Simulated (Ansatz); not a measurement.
# F2H3O2Si2: the cost of one run

Program: Ansatz 0.2.0, Gaussian basis. Level of theory: functionals in def2-TZVPP, the program's frozen cores in correlated methods. These are calculated values, not measurements.

Levels to be run: PBE-D4, r2SCAN-D4, PBE0-D4, B3LYP-D4, ωB97X-V, ωB97M-V, B2PLYP; CCSD(T)/def2-TZVPP; MP2/def2-QZVPP; extrapolation to the limit.

## 1. The relaxed structure

All runs share one geometry, relaxed beforehand with PBE0-D4/def2-TZVP.

SMILES `O[SiH][Si](O)(F)F`, 9 atoms, charge 0, spin multiplicity 2.

Atoms are counted from 1 here; the program's logs count them from 0.

Bond lengths: O1–Si2 1.652 Å, O1–H7 0.960 Å, Si2–Si3 2.331 Å, Si2–H8 1.486 Å, Si3–O4 1.622 Å, Si3–F5 1.594 Å, Si3–F6 1.596 Å, O4–H9 0.959 Å. Angles: Si2–O1–H7 117.1°, O1–Si2–Si3 112.0°, O1–Si2–H8 106.1°, Si3–Si2–H8 113.9°, Si2–Si3–O4 108.6°, Si2–Si3–F5 117.5°, Si2–Si3–F6 106.7°, O4–Si3–F5 108.8°, O4–Si3–F6 111.1°, F5–Si3–F6 104.0°, Si3–O4–H9 119.8°.

## 2. PBE-D4 (GGA)

in.yaml reads:

```yaml
crystal:
  periodic: [false, false, false]
  atoms:
    - {symbol: O, position_ang: [0.287080, 0.153879, 2.494231]}
    - {symbol: Si, position_ang: [1.062135, 0.066064, 1.038023]}
    - {symbol: Si, position_ang: [-0.435077, -0.019134, -0.746214]}
    - {symbol: O, position_ang: [0.372362, 0.303401, -2.114904]}
    - {symbol: F, position_ang: [-1.266743, -1.364625, -0.946085]}
    - {symbol: F, position_ang: [-1.550855, 1.085512, -0.462103]}
    - {symbol: H, position_ang: [-0.414177, 0.803508, 2.577476]}
    - {symbol: H, position_ang: [1.963995, -1.111789, 1.122448]}
    - {symbol: H, position_ang: [-0.018730, 0.083183, -2.962873]}
basis:
  gaussian: {orbitals: def2-TZVPP}
magnetization: {spin_polarized: true, initial_magnetization: 1}
hamiltonian: {xc: pbe, dispersion: d4}
output: {forces: true, orbitals: {seedname: orbitals}}
```

Run with:

```bash
> ansatz run in.yaml --threads 2 --pin off --events-out ev --progress --plain --max-ram 32768MiB --backend cpu
```

What time and memory should one allow on 2 threads of AMD EPYC 7R13, shared host?

About 6.5 s, with a peak of 0.41 GiB.
